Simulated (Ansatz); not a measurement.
# Nb started on a Si site in chalcopyrite CdSiP2, 16 atoms, charge +1

Wanted: the effect of changed settings on energy, forces, pressure and convergence.

Method: density functional theory in Ansatz 0.2.0, PAW datasets, plane waves.

## Step 1: The system as built

16 atoms (4 Cd, 3 Si, 1 Nb, 8 P); a = 5.645 Å, b = 5.645 Å, c = 10.501 Å, α = 90.00°, β = 90.00°, γ = 90.00°. All atoms were shaken off their sites by about 0.02 Å along each axis. Defect site 1: (0.500, 0.000, 0.250).

Structure file:

```xyz
16
Lattice="5.6447 0.0000 0.0000 0.0000 5.6447 0.0000 0.0000 0.0000 10.5006" Properties=species:S:1:pos:R:3 pbc="T T T"
Cd    0.0185    5.6168   10.4991
Cd    5.6416    2.8163    2.6299
Cd    2.8109    0.0483    7.9105
Cd    2.8032    2.8051    5.2309
Si    5.6281    5.6343    5.2813
Si    2.8183    2.8506   10.4827
Si    0.0100    2.8200    7.8854
Nb    2.7901    0.0135    2.6232
P     1.6540    1.4271    1.3111
P     1.1567    1.4150    6.5477
P     3.9901    4.2224    1.2872
P     4.2447    1.1222    3.9114
P     1.4429    4.4485    3.9498
P     1.4630    3.9749    9.2015
P     4.4635    4.2365    6.5577
P     4.2305    1.6424    9.2102
```

## Step 2: Single point with PBEsol

The input, in.yaml:

```yaml
crystal:
  lattice:
    - [5.644728, -0.000031, -0.000014]
    - [-0.000031, 5.644728, -0.000014]
    - [-0.000025, -0.000025, 10.500629]
  atoms:
    - { symbol: Cd, position: [0.003295, 0.995064, 0.999860] }
    - { symbol: Cd, position: [0.999453, 0.498926, 0.250456] }
    - { symbol: Cd, position: [0.497968, 0.008567, 0.753340] }
    - { symbol: Cd, position: [0.496608, 0.496943, 0.498151] }
    - { symbol: Si, position: [0.997057, 0.998156, 0.502956] }
    - { symbol: Si, position: [0.499283, 0.505002, 0.998292] }
    - { symbol: Si, position: [0.001783, 0.499577, 0.750949] }
    - { symbol: Nb, position: [0.494278, 0.002389, 0.249813] }
    - { symbol: P, position: [0.293027, 0.252822, 0.124859] }
    - { symbol: P, position: [0.204928, 0.250680, 0.623557] }
    - { symbol: P, position: [0.706877, 0.748033, 0.122589] }
    - { symbol: P, position: [0.751987, 0.198812, 0.372490] }
    - { symbol: P, position: [0.255630, 0.788086, 0.376147] }
    - { symbol: P, position: [0.259195, 0.704176, 0.876283] }
    - { symbol: P, position: [0.790748, 0.750539, 0.624509] }
    - { symbol: P, position: [0.749465, 0.290967, 0.877110] }
kpoints:
  mp_grid: { grid: [2, 2, 2], shift: [0.5, 0.5, 0.5] }
hamiltonian:
  xc: pbesol
total_charge: 1
scf:
  occupations: { method: fermi_dirac, width: 0.01 }
output:
  forces: true
  eigenvalues: true
  populations: true
  charged_corrections: { epsilon: 10 }
```

Command:

```bash
> ansatz run in.yaml --threads 8 --pin off --max-ram 13300MiB --runs-dir r --events-out ev --progress --plain
```

## Step 3: Run again with 4 extra bands, k points 2×2×1

in.yaml, as its differences from that of step 2:

```diff
@@ -23,3 +23,3 @@
 kpoints:
-  mp_grid: { grid: [2, 2, 2], shift: [0.5, 0.5, 0.5] }
+  mp_grid: { grid: [2, 2, 1] }
 hamiltonian:
@@ -29,2 +29,4 @@
   occupations: { method: fermi_dirac, width: 0.01 }
+  max_iter: 90
+  n_extra_bands: 4
 output:
@@ -32,3 +34,6 @@
   eigenvalues: true
-  populations: true
-  charged_corrections: { epsilon: 10 }
+  stress: true
+  write_density: true
+  write_potential: true
+  elf: true
+  volumetric_format: npy
```

## Step 4: Run again with smearing width 0.001 eV, xc grid 3

in.yaml, as its differences from that of step 3:

```diff
@@ -23,3 +23,4 @@
 kpoints:
-  mp_grid: { grid: [2, 2, 1] }
+  mp_grid: { grid: [2, 2, 2], shift: [0.5, 0.5, 0.5] }
+basis: { xc_grid: 3 }
 hamiltonian:
@@ -28,5 +29,4 @@
 scf:
-  occupations: { method: fermi_dirac, width: 0.01 }
-  max_iter: 90
-  n_extra_bands: 4
+  occupations: { method: fermi_dirac, width: 0.001 }
+  max_iter: 80
 output:
@@ -35,5 +35 @@
   stress: true
-  write_density: true
-  write_potential: true
-  elf: true
-  volumetric_format: npy
```

## Step 5: Variant: mixer msr1

in.yaml, as its differences from that of step 4:

```diff
@@ -24,3 +24,2 @@
   mp_grid: { grid: [2, 2, 2], shift: [0.5, 0.5, 0.5] }
-basis: { xc_grid: 3 }
 hamiltonian:
@@ -29,4 +28,5 @@
 scf:
-  occupations: { method: fermi_dirac, width: 0.001 }
-  max_iter: 80
+  occupations: { method: fermi_dirac, width: 0.01 }
+  max_iter: 90
+  mixing: { algorithm: msr1 }
 output:
@@ -35 +35,5 @@
   stress: true
+  write_density: true
+  write_potential: true
+  elf: true
+  volumetric_format: npy
```

## Step 6: Run again with dispersion D3(BJ), mixer broyden

in.yaml, as its differences from that of step 5:

```diff
@@ -26,2 +26,3 @@
   xc: pbesol
+  dispersion: d3bj
 total_charge: 1
@@ -29,4 +30,4 @@
   occupations: { method: fermi_dirac, width: 0.01 }
-  max_iter: 90
-  mixing: { algorithm: msr1 }
+  max_iter: 50
+  mixing: { algorithm: broyden }
 output:
@@ -35,5 +36 @@
   stress: true
-  write_density: true
-  write_potential: true
-  elf: true
-  volumetric_format: npy
```

## Step 7: Changed settings: xc grid 1, smearing width 0.2 eV

in.yaml, as its differences from that of step 6:

```diff
@@ -24,10 +24,9 @@
   mp_grid: { grid: [2, 2, 2], shift: [0.5, 0.5, 0.5] }
+basis: { xc_grid: 1 }
 hamiltonian:
   xc: pbesol
-  dispersion: d3bj
 total_charge: 1
 scf:
-  occupations: { method: fermi_dirac, width: 0.01 }
-  max_iter: 50
-  mixing: { algorithm: broyden }
+  occupations: { method: fermi_dirac, width: 0.2 }
+  max_iter: 60
 output:
```

## Step 8: Changed settings: charge changed by 2

in.yaml, as its differences from that of step 7:

```diff
@@ -24,9 +24,8 @@
   mp_grid: { grid: [2, 2, 2], shift: [0.5, 0.5, 0.5] }
-basis: { xc_grid: 1 }
 hamiltonian:
   xc: pbesol
-total_charge: 1
+total_charge: 3
 scf:
-  occupations: { method: fermi_dirac, width: 0.2 }
-  max_iter: 60
+  occupations: { method: fermi_dirac, width: 0.01 }
+  max_iter: 80
 output:
```

Q: Predict the outcome of this session. Wanted: for each run, settings; status; energy from base; forces from base.

As calculated:

| settings | status | cycles | time | energy from base (meV/atom) | forces from base (eV/Å rms) | filled to empty level on the mesh (eV) |
| --- | --- | --- | --- | --- | --- | --- |
| base | converged | 8 | 2.1 s (8 CPU threads) | 0 | 0 | 1.04 |
| 4 extra bands, k points 2×2×1 | converged | 9 | 1.4 s (8 CPU threads) | +21.7 | 0.066 | 0.48 |
| smearing width 0.001 eV, xc grid 3 | converged | 8 | 1.8 s (8 CPU threads) | 0.0 | 0.000 | 1.04 |
| mixer msr1 | converged | 9 | 2.3 s (8 CPU threads) | 0.0 | 0.000 | 1.04 |
| dispersion D3(BJ), mixer broyden | converged | 9 | 1.7 s (8 CPU threads) | - | 0.003 | 1.04 |
| xc grid 1, smearing width 0.2 eV | converged | 8 | 1.7 s (8 CPU threads) | +4.2 | 0.022 | - |
| charge changed by 2 | converged | 9 | 1.8 s (8 CPU threads) | - | 0.085 | 0.08 |

**What this shows.** Among these variants the forces move most with charge changed by 2 (0.085 eV/Å rms).
